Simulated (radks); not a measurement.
# H in 1s1: an all-electron calculation

Wanted: eigenvalues, radial structure and energy terms of neutral hydrogen.

The numbers are computed with radks (a radial shooting solver on a logarithmic mesh, Libxc functionals) version 1 (Dirac Kohn-Sham, PBE, spin-unpolarised, spherical densities, finite nucleus), except any that are marked as measured or tabulated.

### 1 Starting point

- element: hydrogen (Z = 1)
- charge: 0
- electrons: 1
- configuration: 1s1
- nuclear rms radius: 0.8783 fm

The outer shells:

H
```
1s [↑ ]
```

### 2 The run

The run's settings:

```text
Z 1
configuration 1s1 2s0 2p0
relativity Dirac
functional pbe,pbe
spin unpolarised
j_filling energy
nucleus finite rms 0.8783 fm
c 137.035999084
```

**Question.** What will this run give?

The runs gave:

```
                        quantity                   value
                    total energy        -0.45893 hartree
exchange-correlation share of it                 54.77 %
                            −T/E                  0.9746
          highest occupied level        1s1/2, -6.493 eV
    most extended occupied level  1s1/2, <r> = 1.64 bohr
 radius at density 0.001 e/bohr³               2.99 bohr
    maxima of the radial density                       1
         ionisation energy, NIST      13.598 (theory) eV
```

What this shows: 1 principal shells are occupied and 1 maxima appear in the radial density. The top level binds by 6.493 eV, 48 % of the NIST ionisation energy of 13.598 eV; the potential of a semilocal functional falls off too fast, so its top eigenvalue is too shallow. Spin polarisation and multiplet splitting are left out.
